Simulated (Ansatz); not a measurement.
# Cr3Ni: the cost of one run

All numbers are computed with Ansatz 0.2.0, driven from Python. The levels of theory stand in the script.

### Step 1. The structure

Symmetry: Pm-3m, No. 221, cubic system. The conventional cell has a = 3.569 Å, b = 3.569 Å, c = 3.569 Å, α = 90.00°, β = 90.00°, γ = 90.00°. Cr (site symmetry 4/mmm) is surrounded by 8 Cr at 2.52 Å and 4 Ni at 2.52 Å. Ni (site symmetry m-3m) is surrounded by 12 Cr at 2.52 Å.

No structure file is read: the coordinates are typed or built in the script.

### Step 2. The code

run_lattice.py reads:

```python
"""How the lattice of Cr3Ni depends on the functional."""

import ansatz as az
import numpy as np

def edges_and_angles(cell):
    cell = np.asarray(cell)
    a, b, c = np.linalg.norm(cell, axis=1)
    cosines = cell[1] @ cell[2] / (b * c), cell[0] @ cell[2] / (a * c), cell[0] @ cell[1] / (a * b)
    return (a, b, c, *np.degrees(np.arccos(cosines)))


def main() -> None:
    xtal = (
        az.Lattice.from_parameters(3.569271, 3.569271, 3.569271, alpha=90.0, beta=90.0, gamma=90.0)
        .atom("Cr", [0.0, 0.5, 0.5])
        .atom("Cr", [0.5, 0.5, 0.0])
        .atom("Cr", [0.5, 0.0, 0.5])
        .atom("Ni", [0.0, 0.0, 0.0])
        .moments(Cr=3, Ni=1.5)
    )

    job = (
        xtal.calculation()
        .kpoints(6)
        .spin("collinear")
        .occupations("fermi_dirac", width=0.05)
        .relax(cell=True, force_tolerance=0.005, max_steps=40)
    )

    levels = [("r2scan", "d4"), ("pbesol", "d3bj"), ("r2scan", "none")]
    print("level            a       b       c    alpha   beta  gamma  V/atom  steps")
    for name, dispersion in levels:
        seen = []
        run = job.functional(name, dispersion=dispersion).session().plan()
        res = run.execute(on_event=lambda e: seen.append(e) if e["event"] == "relax_step" else None)
        cell = res.lattice.cell_ang
        label = name if dispersion == "none" else f"{name}+{dispersion}"
        print("{:13s} {:7.4f} {:7.4f} {:7.4f} {:6.2f} {:6.2f} {:6.2f}".format(label, *edges_and_angles(cell)), f"{abs(np.linalg.det(cell)) / len(res.lattice.sites):7.3f} {len(seen):5d}")


if __name__ == "__main__":
    main()
```

### Step 3. The run

On the command line:

```console
$ python run_lattice.py
```

Q: Estimate wall time and peak memory on 1 thread of Arm Neoverse V2, shared host.

About 2.7 min, with a peak of 0.59 GiB.
